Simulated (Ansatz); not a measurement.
# Cd2O: the cost of one run

Method: DFT PBE, scalar-relativistic, plane waves, PAW, unless a step names another level, in Ansatz 0.2.0.

20 further runs of the same task are left out: 1 that didn't finish, 19 set aside as unsound or not needed.

## Step 1: The formula and the candidates

Pauling electronegativities: Cd 1.69, O 3.44 (spread 1.75). No set of common oxidation states balances it. Tabulated atomic sizes suggest about 18 Å³/atom. 33 candidates were drawn, by swapping species into database cells of other compounds, at random by space group and Wyckoff sites, or by hand, as the table says:

```csv
name,made from,space group no.,Wyckoff sites,atoms (primitive cell),V (Å³/atom)
c01,built by hand: anti-CdCl2 (Cs2O),166,Cd 6c; O 3a,3,18.1
c02,random,191,"Cd 2e, 1a, 1b; O 2d",6,22.8
c03,random,191,Cd 4h; O 2c,6,23.3
c04,random,123,Cd 2g; O 1b,3,19.8
c05,database cell of BaSb2,11,"Cd 2e, 2e; O 2e",6,21.5
c06,random,139,"Cd 8i; O 2a, 2b",6,18.6
c07,built by hand: anti-CdI2 (Ag2F),164,Cd 2d; O 1a,3,18.1
c08,random,12,"Cd 4i, 4g; O 2d, 2a",6,19.7
c09,random,2,"Cd 1f, 1d; O 1c",3,20.4
c10,random,139,Cd 4c; O 2a,3,18.2
c11,database cell of CdBr2,166,Cd 6c; O 3a,3,17.3
c12,built by hand: anti-rutile,136,Cd 4f; O 2a,6,18.1
c13,database cell of Ag2F,164,Cd 2d; O 1a,3,15.9
c14,database cell of In2Pt,225,Cd 8c; O 4a,3,18.3
c15,database cell of VS2,2,Cd 2i; O 1f,3,25.4
c16,built by hand: cuprite (Cu2O),224,Cd 4b; O 2a,6,18.1
c17,database cell of BaSb2,12,Cd 4i; O 2a,3,22.0
c18,random,139,Cd 4e; O 2b,3,18.8
c19,random,70,Cd 16f; O 8a,6,20.0
c20,database cell of Sm2O,141,Cd 8e; O 4b,6,19.5
c21,built by hand: anti-anatase,141,Cd 8e; O 4a,6,18.1
c22,built by hand: CdO/Cd layered intergrowth,164,"Cd 1a, 2d, 1b; O 2d",6,18.1
c23,random,123,Cd 4n; O 2f,6,21.6
c24,random,1,"Cd 1a, 1a; O 1a",3,20.6
c25,random,12,Cd 4i; O 2b,3,22.6
c26,random,37,"Cd 4b, 4c; O 4a",6,20.5
c27,random,183,"Cd 1a, 1a; O 1a",3,22.3
c28,random,139,Cd 4d; O 2a,3,22.8
c29,random,166,Cd 6c; O 3b,3,20.1
c30,database cell of MoPt2,71,Cd 4i; O 2a,3,16.8
c31,database cell of ErMg2,227,Cd 16c; O 8b,6,24.6
c32,database cell of Mg2Ni,72,Cd 8j; O 4b,6,21.7
c33,random,8,Cd 4b; O 2a,3,22.4
```

## Step 2: Screening run of c22

Input file input.yaml:

```yaml
crystal:
  lattice:
    - [3.35, 0.0, 0.0]
    - [-1.675, 2.9011851, 0.0]
    - [0.0, 0.0, 11.17]
  atoms:
    - { symbol: Cd, position: [0.0, 0.0, 0.0] }
    - { symbol: Cd, position: [0.33333333, 0.66666667, 0.758] }
    - { symbol: Cd, position: [0.66666667, 0.33333333, 0.242] }
    - { symbol: Cd, position: [0.0, 0.0, 0.5] }
    - { symbol: O, position: [0.33333333, 0.66666667, 0.121] }
    - { symbol: O, position: [0.66666667, 0.33333333, 0.879] }
basis:
  ecutwfc: 420
kpoints:
  mp_grid: { grid: [6, 6, 2] }
hamiltonian:
  xc: pbe
scf:
  occupations: { method: gaussian, width: 0.2 }
  lower_state_search: "off"
output:
  forces: true
  stress: true
  eigenvalues: true
relax:
  adjacent_minimum: "off"
  f_tol: 0.08
  max_steps: 16
  cell: { stress_tol: 0.8 }
```

The run is started by

```bash
$ ansatz run input.yaml --threads 1 --pin off --max-ram 2560MiB --backend cpu --events-out ev --progress --plain --runs-dir out
```

Q: Estimate wall time and peak memory on 1 thread of Intel Xeon Platinum 8488C (Sapphire Rapids), shared host.

About 23 s, with a peak of 0.46 GiB.
